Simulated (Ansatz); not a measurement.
# TiH5: the cost of one run

Method: DFT PBE, scalar-relativistic, plane waves, PAW, in Ansatz 0.2.0.

## (1) Starting point

It takes space group P-6m2 (No. 187, hexagonal). Conventional cell: a = 3.372 Å, b = 3.372 Å, c = 17.000 Å, α = 90.00°, β = 90.00°, γ = 120.00°. Ti (site symmetry -6m2) is surrounded by 5 H at 1.45 to 1.95 Å. H (site symmetry 3m) has 1 H at 1.47 Å as nearest neighbours. Around H (site symmetry 3m) lie 1 Ti at 1.45 Å. Around H (site symmetry -6m2) lie 3 Ti at 1.95 Å.

Coordinates:

```cif
data_structure
_symmetry_space_group_name_H-M 'P-6m2'
_symmetry_Int_Tables_number 187
_cell_length_a 3.3725
_cell_length_b 3.3725
_cell_length_c 17.0000
_cell_angle_alpha 90.000
_cell_angle_beta 90.000
_cell_angle_gamma 120.000
_cell_volume 167.44
loop_
_atom_site_label
_atom_site_type_symbol
_atom_site_symmetry_multiplicity
_atom_site_Wyckoff_symbol
_atom_site_fract_x
_atom_site_fract_y
_atom_site_fract_z
_atom_site_occupancy
Ti1 Ti 1 f 0.66667 0.33333 0.50000 1
H1 H 2 h 0.33333 0.66667 0.54323 1
H2 H 2 i 0.66667 0.33333 0.41492 1
H3 H 1 b 0.00000 0.00000 0.50000 1
```

Recipe of the guess: random sheet by layer group and Wyckoff sites. Lengths come from tabulated atomic sizes and are only a guess.

It is a sheet, periodic along a and b, with vacuum along c; volumes and pressures of the box carry no meaning, and space groups named for it are those of the box.

## (2) The guess as it stands, on a coarse mesh

File input.yaml:

```yaml
crystal:
  lattice:
    - [3.372451, 0.0, 0.0]
    - [-1.686226, 2.920628, 0.0]
    - [0.0, 0.0, 17.0]
  atoms:
    - { symbol: Ti, position: [0.66666667, 0.33333333, 0.5] }
    - { symbol: H, position: [0.33333333, 0.66666667, 0.54322719] }
    - { symbol: H, position: [0.33333333, 0.66666667, 0.45677281] }
    - { symbol: H, position: [0.66666667, 0.33333333, 0.414922] }
    - { symbol: H, position: [0.66666667, 0.33333333, 0.585078] }
    - { symbol: H, position: [0.0, 0.0, 0.5] }
  periodic: [true, true, false]
basis:
  ecutwfc: 420
kpoints:
  mp_grid: { grid: [6, 6, 1] }
hamiltonian:
  xc: pbe
scf:
  occupations: { method: gaussian, width: 0.1 }
  lower_state_search: "off"
output:
  forces: true
  stress: true
  eigenvalues: true
```

On the command line:

```console
ansatz run input.yaml --threads 1 --pin off --max-ram 2048MiB --backend cpu --events-out ev --progress --plain --runs-dir out
```

Q: Estimate wall time and peak memory on 1 thread of Arm Neoverse N1, shared host.

About 5.3 s, with a peak of 0.38 GiB.
